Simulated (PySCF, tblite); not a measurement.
# C₅H₉BF radical: geometry, infrared bands and EPR parameters

Aim: predict the infrared bands and EPR parameters of C₅H₉BF radical (`CCB[C@@H]1C[C]1F`).

Programs: tblite 0.8.0 and PySCF 2.14.0, with density-fitted response routines of our own. Each step states its level of theory. These are calculated values for one molecule in the gas phase, unless marked as measured. Atoms count from 0, in the outputs and in this text.

## (1) The molecule as given

16 atoms, charge 0, multiplicity 2; geometry from: force field or distance geometry start.

Bonds of the start (Å): C0–C1 1.52, C1–B2 1.59, B2–C3 1.58, C3–C4 1.49, C4–C5 1.50, C5–F6 1.38, C5–C3 1.53, C0–H7 1.11, C0–H8 1.11, C0–H9 1.11, C1–H10 1.09, C1–H11 1.11, B2–H12 1.20, C3–H13 1.10, C4–H14 1.11, C4–H15 1.11.

## (2) Optimising the geometry with GFN2-xTB

What the job is given:

```
{"job": {"kind": "relax", "xc": "GFN2-xTB", "basis": "xTB"}, "charge": 0, "multiplicity": 2}
C      2.213500     0.603000     0.110000
C      1.418900    -0.651800    -0.209100
B      0.023200    -0.526200     0.542200
C     -1.345700    -0.741800    -0.225800
C     -2.096900     0.472200    -0.646400
C     -2.574000    -0.283800     0.559000
F     -2.265800     0.279200     1.777600
H      2.403400     1.184200    -0.821000
H      1.598300     1.201400     0.813000
H      3.149600     0.292300     0.612100
H      1.227600    -0.723000    -1.283400
H      1.941900    -1.554400     0.176400
H     -0.017400     0.260700     1.450700
H     -1.392200    -1.690500    -0.782600
H     -1.578800     1.442700    -0.515400
H     -2.713100     0.444800    -1.568700
```

Command:

```console
OMP_NUM_THREADS=1 python probes_run.py task.json out
```

The driver reads the jobs from task.json and runs them one after another.

**Question.** This job is followed by: GFN2-xTB harmonic vibrations, gas phase; UKS B3LYP, pcH-1 on B C F H, non-relativistic, mean-field spin-orbit, GIAO. What will the session give for the following? strongest single infrared mode (GFN2-xTB); zero-point energy (GFN2-xTB); g(iso) (B3LYP); ⟨S²⟩; largest a(iso) (averaged by class); surface potential, 1st and 99th percentile.

As calculated:

| quantity | value |
| --- | --- |
| strongest single infrared mode (GFN2-xTB) | 2632 cm⁻¹, 100 km/mol |
| zero-point energy (GFN2-xTB) | 79.5 kcal/mol |
| g(iso) (B3LYP) | 2.00384 |
| ⟨S²⟩ | 0.753 (exact 0.75) |
| largest a(iso) (averaged by class) | 13C on C5, 491.3 MHz |
| surface potential, 1st and 99th percentile | -0.79 V and 1.03 V |

In words: The optimisation took 114 steps and gained 0.966 eV; among the close pairs (by a distance rule), C3–C4 changed most, from 1.488 to 1.561 Å. All 42 modes are real, so the xTB geometry is a minimum. The strongest single mode, at 2632 cm⁻¹, moves mainly H12. Unscaled tight-binding wavenumbers are off by several per cent, some by more. Its intensities can rank the bands wrongly. Most of the unpaired spin sits on C5 (0.82 e). The isotropic g lies 1.5 ppt above the free-electron value.
